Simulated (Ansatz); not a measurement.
# BrF₄HSi (built from SMILES Br.F[Si](F)(F)F): search for a transition state

Is there a first-order saddle for this four-centre ligand exchange, which should form Si1–Br7, F2–H6 and break Si1–F2, H6–Br7, and which two structures does it connect?

Computed with Ansatz 0.2.0, Gaussian basis. Level: PBE0-D4, def2-SVP first, then def2-TZVP.

153 further runs of the same task are left out: 1 that didn't finish, 152 set aside as unsound or not needed.

### Step 1. Starting geometry

The guess: 7 atoms, charge 0, spin multiplicity 1.

Atoms are counted from 1 here; the program's logs count them from 0.

Bond lengths: Si1–F3 1.577 Å, Si1–F4 1.576 Å, Si1–F5 1.589 Å, Si1–Br7 2.342 Å, H6–Br7 1.659 Å. Angles: F3–Si1–F4 124.5°, F3–Si1–F5 99.4°, F3–Si1–Br7 114.4°, F4–Si1–F5 99.4°, F4–Si1–Br7 114.6°, F5–Si1–Br7 96.4°, Si1–Br7–H6 67.5°.

Geometry (Å):

```xyz
7

Si   -0.5101   -0.1164   -0.2272
F     0.9672   -0.8218    0.8554
F    -0.1317   -1.2615   -1.2426
F    -1.3793   -0.3248    1.0712
F    -1.5592    0.6816   -1.1149
H     1.5427    0.2373    0.7348
Br    1.0704    1.6056   -0.0765
```

Distances that are to change: Si1–Br7 2.34 Å, F2–H6 1.21 Å, Si1–F2 1.96 Å, H6–Br7 1.66 Å.

### Step 2. Constrained relaxation of the guess

Contents of hold/in.yaml:

```yaml
crystal:
  periodic: [false, false, false]
  atoms:
    - {symbol: Si, position_ang: [-0.510100, -0.116400, -0.227200]}
    - {symbol: F, position_ang: [0.967200, -0.821800, 0.855400]}
    - {symbol: F, position_ang: [-0.131700, -1.261500, -1.242600]}
    - {symbol: F, position_ang: [-1.379300, -0.324800, 1.071200]}
    - {symbol: F, position_ang: [-1.559200, 0.681600, -1.114900]}
    - {symbol: H, position_ang: [1.542700, 0.237300, 0.734800]}
    - {symbol: Br, position_ang: [1.070400, 1.605600, -0.076500]}
basis:
  gaussian: {orbitals: def2-SVP}
hamiltonian: {xc: pbe0, dispersion: d4}
relax: {f_tol: 0.04, max_steps: 150, escape_saddle: false, constraints: [{distance: [0, 6]}, {distance: [1, 5]}, {distance: [0, 1]}, {distance: [5, 6]}]}
```

The run is started by

```console
$ ansatz run in.yaml --threads 8 --pin off --events-out ev --progress --plain --max-ram 19148MiB
```

After this run come: A starting Hessian; Saddle search in the small basis; Saddle search in triple zeta; Checking the order of the point; Relaxing after a step of 0.30 Å one way along the mode; Relaxing after a step of 0.30 Å the other way along the mode.

Q: Predict the outcome of this session. Wanted: imaginary mode; barrier from the start side; barrier from the end side; energy of the step; pairs that change; zero-point energy at the saddle.

**Answer**, as computed:

```
                       quantity                                                       value
                 imaginary mode                                                   685i cm⁻¹
    barrier from the start side                                                160.6 kJ/mol
      barrier from the end side                                                105.6 kJ/mol
             energy of the step                                                +55.0 kJ/mol
              pairs that change  Si1–Br7 formed, F2–H6 formed, Si1–F2 broken, H6–Br7 broken
zero-point energy at the saddle                                                    0.502 eV
```

The point has a single imaginary mode (685i cm⁻¹), as a transition state must. The two relaxations end on the structures that were planned. At PBE0-D4/def2-TZVP the electronic barrier is 160.6 kJ/mol, about 65 kT at 298 K, and the step runs 55.0 kJ/mol uphill. A step off the saddle overshot and began above it in energy, so the link to its end is likely but not proven.
